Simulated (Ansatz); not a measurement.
# C3H11NO3Si: the cost of one run

All numbers below are computed with Ansatz 0.2.0 (RKS B3LYP/STO-3G).

**1. Starting point**

Bond lengths (14 of 18 bonds, heavy atoms first): Si1–N2 1.820 Å, Si1–O5 1.680 Å, O5–C6 1.420 Å, Si1–O10 1.679 Å, O10–C11 1.420 Å, Si1–O15 1.679 Å, O15–C16 1.420 Å, N2–H3 1.060 Å, N2–H4 1.060 Å, C6–H7 1.110 Å, C6–H8 1.110 Å, C6–H9 1.110 Å, C11–H12 1.110 Å, C11–H13 1.110 Å. Angles (14 of 30 angles, heavy atoms first): N2–Si1–O5 109.4°, N2–Si1–O10 109.5°, N2–Si1–O15 109.5°, O5–Si1–O10 109.5°, O5–Si1–O15 109.5°, O10–Si1–O15 109.5°, Si1–O5–C6 125.0°, Si1–O10–C11 125.0°, Si1–O15–C16 125.0°, Si1–N2–H3 120.0°, Si1–N2–H4 120.0°, O5–C6–H7 109.5°, O5–C6–H8 109.5°, O5–C6–H9 109.5°.

Its coordinates follow in the input file.

**2. Preparing the start**

input.yaml reads:

```yaml
crystal:
  periodic: [false, false, false]
  atoms:
    - { symbol: Si, position_ang: [0.0, 0.0, 0.0] }
    - { symbol: "N", position_ang: [0.0, 0.0, 1.82] }
    - { symbol: H, position_ang: [-0.877, -0.2713, 2.35] }
    - { symbol: H, position_ang: [0.877, 0.2713, 2.35] }
    - { symbol: O, position_ang: [1.5842, 0.0, -0.5594] }
    - { symbol: C, position_ang: [2.3503, -1.1632, -0.836] }
    - { symbol: H, position_ang: [1.7187, -1.9052, -1.3675] }
    - { symbol: H, position_ang: [3.2179, -0.8926, -1.4733] }
    - { symbol: H, position_ang: [2.7141, -1.6023, 0.1163] }
    - { symbol: O, position_ang: [-0.7913, 1.3709, -0.5594] }
    - { symbol: C, position_ang: [-2.1512, 1.4177, -0.9653] }
    - { symbol: H, position_ang: [-2.7687, 0.8215, -0.2614] }
    - { symbol: H, position_ang: [-2.5023, 2.4707, -0.9639] }
    - { symbol: H, position_ang: [-2.2473, 0.9975, -1.9882] }
    - { symbol: O, position_ang: [-0.7913, -1.3709, -0.5594] }
    - { symbol: C, position_ang: [-1.5365, -2.2685, 0.2501] }
    - { symbol: H, position_ang: [-1.2251, -2.1576, 1.3097] }
    - { symbol: H, position_ang: [-2.6187, -2.04, 0.1571] }
    - { symbol: H, position_ang: [-1.349, -3.3106, -0.083] }
basis:
  gaussian: { orbitals: STO-3G }
hamiltonian:
  xc: b3lyp
relax:
  f_tol: 0.02
  max_steps: 40
```

Run with:

```console
$ ansatz run input.yaml --threads 1 --pin off --max-ram 2048MiB --backend cpu --events-out ev --progress --plain --runs-dir out
```

Q: Estimate wall time and peak memory on 1 thread of Arm Neoverse V2, shared host.

About 2.6 min, with a peak of 0.17 GiB.
